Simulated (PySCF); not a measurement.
# Eu2S2 (Eu2(S)2): the cost of one run

Method: several levels, as the steps say, no spin–orbit coupling; program: PySCF 2.14.0.

4 further runs of the same task are left out: 2 for a known fault of the program, 2 that didn't finish.

## 1. Where the work starts

4 atoms, charge 0, spin multiplicity 1.

Bond lengths: Eu1–Eu2 3.707 Å, Eu1–S3 2.688 Å, Eu1–S4 2.688 Å, Eu2–S3 2.688 Å, Eu2–S4 2.688 Å. Angles: Eu2–Eu1–S3 46.4°, Eu2–Eu1–S4 46.4°, S3–Eu1–S4 92.8°, Eu1–Eu2–S3 46.4°, Eu1–Eu2–S4 46.4°, S3–Eu2–S4 92.8°, Eu1–S3–Eu2 87.2°, Eu1–S4–Eu2 87.2°.

As a file:

```mol
Eu2S2
  3D, bonds by distance, orders not assigned

  4  5  0  0  0  0  0  0  0  0999 V2000
    0.0000    0.0000    1.8537 Eu  0  0
   -0.0000   -0.0000   -1.8537 Eu  0  0
    1.9460   -0.0000   -0.0000 S   0  0
   -1.9460    0.0000    0.0000 S   0  0
  1  2  8  0
  1  3  8  0
  1  4  8  0
  2  3  8  0
  2  4  8  0
M  END
```

Formal oxidation states: Eu +2. Each metal's 7 4f electrons lie in its core potential, so multiplicities, spins and levels count the valence alone. An earlier session relaxed this geometry at PBE0, Eu lcecp-0-SVP with ECP53, S def2-SVP (singlet, point group D2h).

At PBE0 on the finer grid: E = -854.782309 Eh, frontier levels not given, since the 4f levels lie in the core, Mulliken charge on Eu1 +0.58 e, largest force component 0.005 eV/Å. 

Levels to run: TPSS; HF; r2SCAN; wB97X; PBE0, TZVP. Hardware: 2 threads of Arm Neoverse V1, shared host.

## 2. TPSS

Contents of run.py (the lines that set the calculation):

```python
mol = gto.M(atom='''
Eu     0.00000     0.00000     1.85374
Eu     0.00000     0.00000    -1.85374
S      1.94603     0.00000     0.00000
S     -1.94603     0.00000     0.00000''',
    basis={'Eu': 'lcecp-0-SVP', 'S': 'def2-SVP'},
    ecp={'Eu': 'lcecp-0-SVP'},
    charge=0, spin=0)
mf = dft.RKS(mol, xc='TPSS')
mf.grids.atom_grid = (75, 302)  # f atoms: unpruned, at least (60, 302)
mf = mf.density_fit()  # fitting sets: Eu AutoAux, S def2-universal-JKFIT
mf.conv_tol = 1e-08; mf.max_cycle = 55
mf.kernel(dm0)  # dm0: the density of the relaxed state
```

On the command line:

```sh
$ OMP_NUM_THREADS=2 python run.py
```

**Question.** How long does this run take on 2 threads of Arm Neoverse V1, shared host?

About 7.9 s.
